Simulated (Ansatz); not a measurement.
# C2H6BrNSi: a ladder of functionals and wavefunction methods

An exercise on one series of results from a longer session: the logs are not shown, and one member is left open.

Method: functionals in def2-TZVPP, the program's frozen cores in correlated methods; program: Ansatz 0.2.0, Gaussian basis.

Plan: LDA (SPW92), PBE-D4, revPBE-D4, BLYP-D4, r2SCAN-D4, B97M-V, PBE0-D4, B3LYP-D4, r2SCANh-D4, r2SCAN0-D4, HSE06-D4, BHLYP-D4, CAM-B3LYP-D4, LC-ωPBE, ωB97X-V, ωB97M-V, B2PLYP, PBE-QIDH; CCSD(T)/def2-SVP; CCSD(T)/def2-TZVPP; MP2/def2-QZVPP; extrapolation to the limit; RPA on PBE.

## The geometry

The geometry comes from an earlier relaxation with PBE0-D4 in a triple-zeta def2 set; it is a stationary point, not always the lowest conformer.

11 atoms, charge 0, spin multiplicity 1.

Atoms are counted from 1 here; the program's logs count them from 0.

Bond lengths: N1–C2 1.355 Å, N1–H6 1.003 Å, N1–H7 1.007 Å, C2–C3 1.344 Å, C2–H8 1.087 Å, C3–Si4 1.840 Å, C3–Br5 1.908 Å, Si4–H9 1.487 Å, Si4–H10 1.487 Å, Si4–H11 1.490 Å. Angles: C2–N1–H6 119.0°, C2–N1–H7 117.9°, H6–N1–H7 116.9°, N1–C2–C3 127.6°, N1–C2–H8 115.0°, C3–C2–H8 117.4°, C2–C3–Si4 125.4°, C2–C3–Br5 118.0°, Si4–C3–Br5 116.7°, C3–Si4–H9 111.3°, C3–Si4–H10 111.6°, C3–Si4–H11 107.2°, H9–Si4–H10 107.8°, H9–Si4–H11 109.5°, H10–Si4–H11 109.4°.

The first run:

Contents of in.yaml:

```yaml
crystal:
  periodic: [false, false, false]
  atoms:
    - {symbol: N, position_ang: [-0.951423, 1.497126, -1.304897]}
    - {symbol: C, position_ang: [-0.573646, 0.337104, -0.716263]}
    - {symbol: C, position_ang: [0.299814, 0.176739, 0.292169]}
    - {symbol: Si, position_ang: [0.824563, -1.438334, 0.999680]}
    - {symbol: Br, position_ang: [1.075383, 1.741467, 1.061584]}
    - {symbol: H, position_ang: [-1.779346, 1.508421, -1.870305]}
    - {symbol: H, position_ang: [-0.695681, 2.360281, -0.853371]}
    - {symbol: H, position_ang: [-1.011652, -0.560373, -1.145288]}
    - {symbol: H, position_ang: [0.500885, -1.524253, 2.448229]}
    - {symbol: H, position_ang: [2.287982, -1.652387, 0.847379]}
    - {symbol: H, position_ang: [0.088621, -2.502789, 0.261784]}
basis:
  gaussian: {orbitals: def2-TZVPP}
hamiltonian: {xc: lda}
output: {orbitals: {seedname: orbitals}}
```

Among the steps run: LDA; PBE-D4 (GGA); revPBE-D4 (GGA); BLYP-D4 (GGA); r2SCAN-D4 (meta-GGA); B97M-V (meta-GGA); PBE0-D4 (hybrid); B3LYP-D4 (hybrid); r2SCANh-D4 (hybrid); r2SCAN0-D4 (hybrid); HSE06-D4 (hybrid); BHLYP-D4 (hybrid); CAM-B3LYP-D4 (range-separated); LC-ωPBE (range-separated); ωB97X-V (range-separated); ωB97M-V (range-separated); B2PLYP (double hybrid); PBE-QIDH (double hybrid).

One table of the session follows, with a row left open; its other results are not shown here.

It belongs to the step «Frontier levels by functional». 

| functional | HOMO (eV) | gap (eV) |
| --- | --- | --- |
| LDA (SPW92) | -5.32 | 4.23 |
| PBE-D4 | -5.16 | 4.28 |
| revPBE-D4 | ? | ? |
| BLYP-D4 | -5.01 | 4.24 |
| r2SCAN-D4 | -5.36 | 4.77 |
| B97M-V | -5.46 | 4.89 |
| PBE0-D4 | -6.26 | 6.39 |
| B3LYP-D4 | -6.05 | 5.92 |
| r2SCANh-D4 | -5.78 | 5.54 |
| r2SCAN0-D4 | -6.40 | 6.70 |
| HSE06-D4 | -5.87 | 5.61 |
| BHLYP-D4 | -7.23 | 8.36 |
| CAM-B3LYP-D4 | -7.52 | 8.72 |
| LC-ωPBE | -8.82 | 11.24 |
| ωB97X-V | -8.48 | 10.78 |
| ωB97M-V | -8.38 | 10.38 |

Estimate the missing values for revPBE-D4.

**Answer.** HOMO (eV): -5.10; gap (eV): 4.30. In the column «HOMO (eV)» it lies between PBE-D4 (-5.16) and BLYP-D4 (-5.01).
